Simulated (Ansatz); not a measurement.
# ClFH₃Si₂ radical: a ladder of functionals and wavefunction methods

The task here is to estimate one member of a computed series from the others.

Method: functionals in def2-TZVPP, the program's frozen cores in correlated methods; program: Ansatz 0.2.0, Gaussian basis.

Levels to be run: LDA (SPW92), PBE-D4, revPBE-D4, BLYP-D4, r2SCAN-D4, B97M-V, PBE0-D4, B3LYP-D4, r2SCANh-D4, r2SCAN0-D4, HSE06-D4, BHLYP-D4, CAM-B3LYP-D4, LC-ωPBE, ωB97X-V, ωB97M-V, B2PLYP, PBE-QIDH; CCSD(T)/def2-SVP; CCSD(T)/def2-TZVPP; MP2/def2-QZVPP; extrapolation to the limit; RPA on PBE.

## The relaxed structure

The geometry comes from an earlier relaxation with PBE0-D4 in a triple-zeta def2 set; it is a stationary point, not always the lowest conformer.

SMILES `F[SiH][SiH2]Cl`, 7 atoms, charge 0, spin multiplicity 2.

Atoms are counted from 1 here; the program's logs count them from 0.

Bond lengths: F1–Si2 1.610 Å, Si2–Si3 2.344 Å, Si2–H5 1.492 Å, Si3–Cl4 2.062 Å, Si3–H6 1.486 Å, Si3–H7 1.483 Å. Angles: F1–Si2–Si3 111.0°, F1–Si2–H5 107.4°, Si3–Si2–H5 112.6°, Si2–Si3–Cl4 104.1°, Si2–Si3–H6 114.8°, Si2–Si3–H7 111.5°, Cl4–Si3–H6 108.3°, Cl4–Si3–H7 108.6°, H6–Si3–H7 109.2°.

Geometry (Å):

| atom | x (Å) | y (Å) | z (Å) |
| --- | --- | --- | --- |
| F1 | -0.7111 | -1.9043 | 1.4476 |
| Si2 | -0.8649 | -1.1338 | 0.0429 |
| Si3 | 0.7571 | 0.5443 | -0.1772 |
| Cl4 | 0.2531 | 1.5049 | -1.9303 |
| H5 | -2.2557 | -0.5975 | -0.0217 |
| H6 | 0.7671 | 1.5488 | 0.9181 |
| H7 | 2.1158 | -0.0306 | -0.3252 |

Set-up of the first run:

in.yaml

```yaml
crystal:
  periodic: [false, false, false]
  atoms:
    - {symbol: F, position_ang: [-0.711096, -1.904287, 1.447622]}
    - {symbol: Si, position_ang: [-0.864888, -1.133782, 0.042925]}
    - {symbol: Si, position_ang: [0.757064, 0.544345, -0.177150]}
    - {symbol: Cl, position_ang: [0.253057, 1.504874, -1.930330]}
    - {symbol: H, position_ang: [-2.255672, -0.597535, -0.021664]}
    - {symbol: H, position_ang: [0.767068, 1.548846, 0.918060]}
    - {symbol: H, position_ang: [2.115766, -0.030561, -0.325162]}
basis:
  gaussian: {orbitals: def2-TZVPP}
magnetization: {spin_polarized: true, initial_magnetization: 1}
hamiltonian: {xc: lda}
output: {orbitals: {seedname: orbitals}}
```

Among the steps run: LDA; PBE-D4 (GGA); revPBE-D4 (GGA); BLYP-D4 (GGA); r2SCAN-D4 (meta-GGA); B97M-V (meta-GGA); PBE0-D4 (hybrid); B3LYP-D4 (hybrid); r2SCANh-D4 (hybrid); r2SCAN0-D4 (hybrid); HSE06-D4 (hybrid); BHLYP-D4 (hybrid); CAM-B3LYP-D4 (range-separated); LC-ωPBE-D4 (range-separated; the results give it without D4); ωB97X-V (range-separated); ωB97M-V (range-separated); B2PLYP (double hybrid); PBE-QIDH (double hybrid).

One table of the session follows, with a row left open; its other results are not shown here.

It belongs to the step «Orbital energies across the functionals». 

```
  functional  HOMO (eV)  LUMO (eV)  gap (eV)
 LDA (SPW92)      -5.30      -4.18      1.12
      PBE-D4      -5.33      -3.75      1.58
   revPBE-D4      -5.31      -3.61      1.70
     BLYP-D4      -5.10      -3.77      1.34
   r2SCAN-D4      -5.69      -3.35      2.34
      B97M-V      -5.44      -3.98      1.47
     PBE0-D4      -6.47      -2.86      3.61
    B3LYP-D4      -6.17      -3.24      2.93
  r2SCANh-D4      -6.10      -3.05      3.05
  r2SCAN0-D4      -6.72      -2.61      4.11
    HSE06-D4          ?          ?         ?
    BHLYP-D4      -7.40      -2.08      5.32
CAM-B3LYP-D4      -7.65      -1.96      5.69
     LC-ωPBE      -9.08      -0.55      8.52
     ωB97X-V      -8.56      -1.08      7.48
     ωB97M-V      -8.18      -1.24      6.93
```

Estimate the missing values for HSE06-D4.

As computed: HOMO (eV): -6.07; LUMO (eV): -3.24; gap (eV): 2.83. In the column «HOMO (eV)» it lies between r2SCANh-D4 (-6.10) and r2SCAN-D4 (-5.69).
